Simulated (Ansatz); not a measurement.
# CH₆In₂O: taking an electron away

The task here is to estimate one member of a computed series from the others.

Computed with Ansatz 0.2.0, Gaussian basis. Level: unrestricted cation, the program's frozen cores in correlated methods.

Levels to be run: UKS PBE-D4/def2-TZVPP; UKS r2SCAN-D4/def2-TZVPP; UKS PBE0-D4/def2-TZVPP; UKS B3LYP-D4/def2-TZVPP; UKS wB97X-V/def2-TZVPP; UKS wB97M-V/def2-TZVPP; UKS B2PLYP/def2-TZVPP; UHF-CCSD(T)/def2-TZVPP; UHF-MP2/def2-QZVPP; extrapolation to the limit; then −ε(HOMO) from the neutral's earlier runs with LDA (SPW92), PBE-D4, revPBE-D4, BLYP-D4, r2SCAN-D4, B97M-V, PBE0-D4, B3LYP-D4, r2SCANh-D4, r2SCAN0-D4, HSE06-D4, BHLYP-D4, CAM-B3LYP-D4, LC-ωPBE, ωB97X-V, ωB97M-V.

## The geometry

All runs share one geometry, relaxed beforehand with PBE0-D4 in a triple-zeta def2 set. In takes the def2 core potential; no spin-orbit term is included.

10 atoms, charge 0, spin multiplicity 1.

Atoms are counted from 1 here; the program's logs count them from 0.

Bond lengths: O1–In2 2.088 Å, O1–In4 2.285 Å, O1–H5 0.958 Å, In2–C3 2.103 Å, In2–H6 1.701 Å, C3–In4 2.218 Å, C3–H7 1.092 Å, C3–H8 1.092 Å, In4–H9 1.731 Å, In4–H10 1.730 Å. Angles: In2–O1–In4 95.7°, In2–O1–H5 131.7°, In4–O1–H5 132.7°, O1–In2–C3 87.2°, O1–In2–H6 110.8°, C3–In2–H6 162.0°, In2–C3–In4 97.3°, In2–C3–H7 110.3°, In2–C3–H8 110.2°, In4–C3–H7 115.2°, In4–C3–H8 115.1°, H7–C3–H8 108.3°, O1–In4–C3 79.9°, O1–In4–H9 103.8°, O1–In4–H10 103.9°, C3–In4–H9 116.2°, C3–In4–H10 116.3°, H9–In4–H10 123.6°.

The first run:

in.yaml

```yaml
crystal:
  periodic: [false, false, false]
  atoms:
    - {symbol: O, position_ang: [-1.104394, 0.946764, -0.445004]}
    - {symbol: In, position_ang: [-0.922367, 0.075648, 1.444351]}
    - {symbol: C, position_ang: [0.816401, -0.866880, 0.728877]}
    - {symbol: In, position_ang: [0.773703, -0.016662, -1.318985]}
    - {symbol: H, position_ang: [-1.754014, 1.549465, -0.808227]}
    - {symbol: H, position_ang: [-2.191932, 0.571575, 2.461991]}
    - {symbol: H, position_ang: [1.679221, -0.579599, 1.334121]}
    - {symbol: H, position_ang: [0.707081, -1.952505, 0.782528]}
    - {symbol: H, position_ang: [1.828105, 1.323852, -1.613001]}
    - {symbol: H, position_ang: [0.168196, -1.051658, -2.566670]}
basis:
  gaussian: {orbitals: def2-TZVPP}
total_charge: 1
magnetization: {spin_polarized: true, initial_magnetization: 1}
hamiltonian: {xc: pbe, dispersion: d4}
```

The run is started by

```sh
> ansatz run in.yaml --threads 2 --pin off --events-out ev --progress --plain --max-ram 22528MiB --backend cpu
```

Among the steps run: Cation, UKS PBE-D4/def2-TZVPP; Cation, UKS r2SCAN-D4/def2-TZVPP; Cation, UKS PBE0-D4/def2-TZVPP; Cation, UKS B3LYP-D4/def2-TZVPP; Cation, UKS wB97X-V/def2-TZVPP; Cation, UKS wB97M-V/def2-TZVPP; Cation, UKS B2PLYP (frozen core)/def2-TZVPP; Cation, UHF-CCSD(T)/def2-TZVPP; Cation, UHF-MP2/def2-QZVPP.

One of the session's tables, all rows but one given; the rest of the session is left out.

Orbital estimates, from the neutral's runs:

```
  functional  −ε(HOMO) (eV)
 LDA (SPW92)           5.95
      PBE-D4           5.79
   revPBE-D4           5.73
     BLYP-D4           5.66
   r2SCAN-D4           5.99
      B97M-V              ?
     PBE0-D4           6.83
    B3LYP-D4           6.64
  r2SCANh-D4           6.38
  r2SCAN0-D4           6.97
    HSE06-D4           6.44
    BHLYP-D4           7.76
CAM-B3LYP-D4           8.07
     LC-ωPBE           9.35
     ωB97X-V           9.02
     ωB97M-V           8.91
```

**Question.** Estimate the row for B97M-V.

**Answer.** −ε(HOMO) (eV): 6.04. In the column «−ε(HOMO) (eV)» it lies between r2SCAN-D4 (5.99) and r2SCANh-D4 (6.38).

To keep in mind: The cation may have settled in a state other than its lowest; no search over hole states beyond the program's own was made.
